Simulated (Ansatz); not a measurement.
# F2H4In2S2: the cost of one run

The runs use Ansatz 0.2.0, Gaussian basis; functionals in def2-TZVPP, the program's frozen cores in correlated methods.

The runs, in order: LDA (SPW92), PBE-D4, revPBE-D4, BLYP-D4, r2SCAN-D4, B97M-V, PBE0-D4, B3LYP-D4, r2SCANh-D4, r2SCAN0-D4, HSE06-D4, BHLYP-D4, CAM-B3LYP-D4, LC-ωPBE, ωB97X-V, ωB97M-V, B2PLYP, PBE-QIDH; CCSD(T)/def2-SVP; MP2/def2-TZVPP; MP2/def2-QZVPP; RPA on PBE.

### Step 1. The geometry

All runs share one geometry, relaxed beforehand with PBE0-D4 in a triple-zeta def2 set. In takes the def2 core potential; no spin-orbit term is included.

SMILES `[F][In@H-]1[SH+][In@@H-]([F])[SH+]1`, 10 atoms, charge 0, spin multiplicity 1.

Atoms are counted from 1 here; the program's logs count them from 0.

Bond lengths: F1–In2 1.956 Å, In2–S3 2.569 Å, In2–S6 2.569 Å, In2–H7 1.696 Å, S3–In4 2.569 Å, S3–H8 1.348 Å, In4–F5 1.956 Å, In4–S6 2.569 Å, In4–H9 1.696 Å, S6–H10 1.348 Å. Angles: F1–In2–S3 98.4°, F1–In2–S6 98.4°, F1–In2–H7 126.6°, S3–In2–S6 92.8°, S3–In2–H7 117.0°, S6–In2–H7 117.0°, In2–S3–In4 87.0°, In2–S3–H8 90.2°, In4–S3–H8 90.2°, S3–In4–F5 98.4°, S3–In4–S6 92.8°, S3–In4–H9 117.0°, F5–In4–S6 98.4°, F5–In4–H9 126.6°, S6–In4–H9 117.0°, In2–S6–In4 87.0°, In2–S6–H10 90.2°, In4–S6–H10 90.2°.

### Step 2. LDA

This LDA is Slater exchange with PW92 correlation.

File in.yaml:

```yaml
crystal:
  periodic: [false, false, false]
  atoms:
    - {symbol: F, position_ang: [-1.270514, 1.448143, 1.907096]}
    - {symbol: In, position_ang: [0.335162, 0.340932, 1.754586]}
    - {symbol: S, position_ang: [-0.708898, -1.667367, 0.538513]}
    - {symbol: In, position_ang: [0.390128, -0.770152, -1.603760]}
    - {symbol: F, position_ang: [-1.199495, 0.012020, -2.433626]}
    - {symbol: S, position_ang: [1.270196, 1.335113, -0.422452]}
    - {symbol: H, position_ang: [1.448942, 0.001412, 2.987928]}
    - {symbol: H, position_ang: [-1.815795, -0.942999, 0.280764]}
    - {symbol: H, position_ang: [1.536530, -1.767052, -2.357990]}
    - {symbol: H, position_ang: [0.097044, 1.958950, -0.648059]}
basis:
  gaussian: {orbitals: def2-TZVPP}
hamiltonian: {xc: lda}
output: {orbitals: {seedname: orbitals}}
```

The run is started by

```console
$ ansatz run in.yaml --threads 4 --pin off --events-out ev --progress --plain --max-ram 11315MiB
```

**Question.** How long does this run take on 4 threads of Arm Neoverse V1, shared host, and how much memory does it need?

About 3.4 s, with a peak of 0.56 GiB.
